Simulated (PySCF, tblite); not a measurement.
# C₆H₁₄B−: geometry, infrared bands and NMR shifts

Aim: predict the infrared bands and NMR shifts of C₆H₁₄B− (`C[BH2-]C1CCCC1`).

The runs use tblite 0.8.0 and PySCF 2.14.0, with density-fitted response routines of our own; the level of theory stands in each step. All values are computed, except where a source is named. Atoms are numbered from 0 throughout.

### 1 Starting geometry

21 atoms, charge -1, multiplicity 1; geometry from: force field or distance geometry start.

Bonds of the start (Å): C0–B1 1.62, B1–C2 1.61, C2–C3 1.54, C3–C4 1.53, C4–C5 1.52, C5–C6 1.53, C6–C2 1.52, C0–H7 1.11, C0–H8 1.11, C0–H9 1.11, B1–H10 1.19, B1–H11 1.18, C2–H12 1.12, C3–H13 1.11, C3–H14 1.11, C4–H15 1.11, C4–H16 1.11, C5–H17 1.11, C5–H18 1.12, C6–H19 1.12, C6–H20 1.11.

### 2 Relaxing the molecule with GFN2-xTB

What the job is given:

```
{"job": {"kind": "relax", "xc": "GFN2-xTB", "basis": "xTB"}, "charge": -1, "multiplicity": 1}
C      2.791300    -0.198000     0.030200
B      1.552500     0.117100    -0.966600
C      0.200200     0.382900    -0.126000
C     -0.955200     0.850400    -1.031800
C     -2.226300     0.484100    -0.255400
C     -1.852600    -0.609300     0.733000
C     -0.348800    -0.845300     0.579700
H      2.612800    -1.144600     0.574100
H      3.723500    -0.286100    -0.557700
H      2.891600     0.627300     0.771100
H      1.406700    -0.811200    -1.701100
H      1.818400     1.073700    -1.605200
H      0.380000     1.181900     0.637100
H     -0.941900     0.290700    -1.993700
H     -0.901600     1.943500    -1.223900
H     -3.018000     0.135000    -0.949200
H     -2.599900     1.383300     0.285200
H     -2.416200    -1.548700     0.532400
H     -2.074900    -0.267900     1.776900
H      0.142900    -0.985100     1.579500
H     -0.193400    -1.756800    -0.026700
```

Launch:

```sh
$ OMP_NUM_THREADS=1 python probes_run.py task.json out
```

The driver reads the jobs from task.json and runs them one after another.

**Question.** This job is followed by: GFN2-xTB harmonic vibrations, gas phase; GIAO PBE0/pcSseg-1 NMR shielding, non-relativistic, gas phase. What will the session give for the following? strongest single infrared mode (GFN2-xTB); zero-point energy (GFN2-xTB); 13C shifts against TMS (PBE0/pcSseg-1, means over atoms taken as alike); 1H shifts against TMS (PBE0/pcSseg-1, means over atoms taken as alike); 11B shifts against BF3·OEt2 (PBE0/pcSseg-1).

**Answer**, as computed:

```
                                                               quantity                                          value
                              strongest single infrared mode (GFN2-xTB)                          2082 cm⁻¹, 581 km/mol
                                           zero-point energy (GFN2-xTB)                                 116.3 kcal/mol
13C shifts against TMS (PBE0/pcSseg-1, means over atoms taken as alike)                      45.0, 40.7, 29.9, 6.1 ppm
 1H shifts against TMS (PBE0/pcSseg-1, means over atoms taken as alike)  1.73, 1.39, 1.23, 1.13, 0.99, 0.27, -0.51 ppm
                            11B shifts against BF3·OEt2 (PBE0/pcSseg-1)                                      -26.6 ppm
```

In words: The optimisation took 63 steps and gained 0.243 eV; among the close pairs (by a distance rule), B1–H11 changed most, from 1.181 to 1.225 Å. All 57 modes are real, so the xTB geometry is a minimum. The strongest single mode, at 2082 cm⁻¹, moves mainly H10 and H11. GFN2-xTB is a fitted tight-binding method: band positions and strengths are rough. Its intensities can rank the bands wrongly. At PBE0/pcSseg-1: The widest tensor belongs to C3, C6: span 53 ppm, with a paramagnetic part of -100 ppm.
